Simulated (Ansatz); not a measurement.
# CH₆ClFO₂Si₂: one species, many methods

An exercise on one series of results from a longer session: the logs are not shown, and one member is left open.

Method: functionals in def2-TZVPP, the program's frozen cores in correlated methods; program: Ansatz 0.2.0, Gaussian basis.

Levels to be run: PBE-D4, r2SCAN-D4, PBE0-D4, B3LYP-D4, ωB97X-V, ωB97M-V, B2PLYP; CCSD(T)/def2-TZVPP; MP2/def2-QZVPP; extrapolation to the limit.

## The geometry

An earlier PBE0-D4 in a triple-zeta def2 set relaxation fixed the geometry.

SMILES `O[Si@H](F)C[Si@@H](O)Cl`, 13 atoms, charge 0, spin multiplicity 1.

Atoms are counted from 1 here; the program's logs count them from 0.

Bond lengths: O1–Si2 1.647 Å, O1–H8 0.959 Å, Si2–F3 1.596 Å, Si2–C4 1.841 Å, Si2–H9 1.480 Å, C4–Si5 1.869 Å, C4–H10 1.097 Å, C4–H11 1.095 Å, Si5–O6 1.630 Å, Si5–Cl7 2.057 Å, Si5–H12 1.477 Å, O6–H13 0.965 Å. Angles: Si2–O1–H8 119.0°, O1–Si2–F3 108.9°, O1–Si2–C4 105.4°, O1–Si2–H9 110.9°, F3–Si2–C4 111.0°, F3–Si2–H9 105.7°, C4–Si2–H9 114.9°, Si2–C4–Si5 115.7°, Si2–C4–H10 107.2°, Si2–C4–H11 110.0°, Si5–C4–H10 107.6°, Si5–C4–H11 109.0°, H10–C4–H11 106.9°, C4–Si5–O6 111.1°, C4–Si5–Cl7 108.2°, C4–Si5–H12 112.3°, O6–Si5–Cl7 110.1°, O6–Si5–H12 109.1° and more.

Set-up of the first run:

in.yaml

```yaml
crystal:
  periodic: [false, false, false]
  atoms:
    - {symbol: O, position_ang: [-1.340638, 1.295480, 0.601159]}
    - {symbol: Si, position_ang: [0.050858, 1.471655, -0.262443]}
    - {symbol: F, position_ang: [-0.203400, 2.514067, -1.444338]}
    - {symbol: C, position_ang: [0.426728, -0.202590, -0.928720]}
    - {symbol: Si, position_ang: [0.493227, -1.580218, 0.331973]}
    - {symbol: O, position_ang: [-0.575869, -1.326141, 1.535538]}
    - {symbol: Cl, position_ang: [0.072583, -3.350824, -0.626751]}
    - {symbol: H, position_ang: [-1.723107, 2.063543, 1.028699]}
    - {symbol: H, position_ang: [1.119353, 2.065094, 0.572870]}
    - {symbol: H, position_ang: [-0.362496, -0.449725, -1.649109]}
    - {symbol: H, position_ang: [1.369886, -0.181309, -1.484403]}
    - {symbol: H, position_ang: [1.842216, -1.744544, 0.911039]}
    - {symbol: H, position_ang: [-1.169322, -0.574477, 1.414486]}
basis:
  gaussian: {orbitals: def2-TZVPP}
hamiltonian: {xc: pbe, dispersion: d4}
output: {forces: true, orbitals: {seedname: orbitals}}
```

Run with:

```console
$ ansatz run in.yaml --threads 2 --pin off --events-out ev --progress --plain --max-ram 32768MiB --backend cuda --devices 0, --max-vram 18GiB
```

Steps of the session up to this table: PBE-D4 (GGA); r2SCAN-D4 (meta-GGA); PBE0-D4 (hybrid); B3LYP-D4 (hybrid); ωB97X-V (range-separated); ωB97M-V (range-separated); B2PLYP (double hybrid); CCSD(T) in def2-TZVPP; MP2 in def2-QZVPP.

One table of the session follows, with a row left open; its other results are not shown here.

| method | atomisation energy (kJ/mol) |
| --- | --- |
| PBE-D4 | 5082.3 |
| r2SCAN-D4 | ? |
| PBE0-D4 | 4998.2 |
| B3LYP-D4 | 5003.8 |
| ωB97X-V | 5057.7 |
| ωB97M-V | 5061.7 |
| B2PLYP | 4971.3 |
| HF/def2-TZVPP | 3703.2 |
| MP2/def2-TZVPP | 5046.0 |
| CCSD/def2-TZVPP | 4839.1 |
| CCSD(T)/def2-TZVPP | 4913.3 |
| MP2/CBS | 5199.9 |
| CCSD(T)/CBS | 5067.1 |

Q: Estimate the row for r2SCAN-D4 from the others.

**Answer.** atomisation energy (kJ/mol): 5054.5. In the column «atomisation energy (kJ/mol)» it lies between MP2/def2-TZVPP (5046.0) and ωB97X-V (5057.7).

To keep in mind: Free atoms (2 O, 2 Si, 1 F, 1 C, 1 Cl, 6 H) were run apart at each level; the atomisation energy is their sum less the molecule, without zero-point or spin-orbit terms.
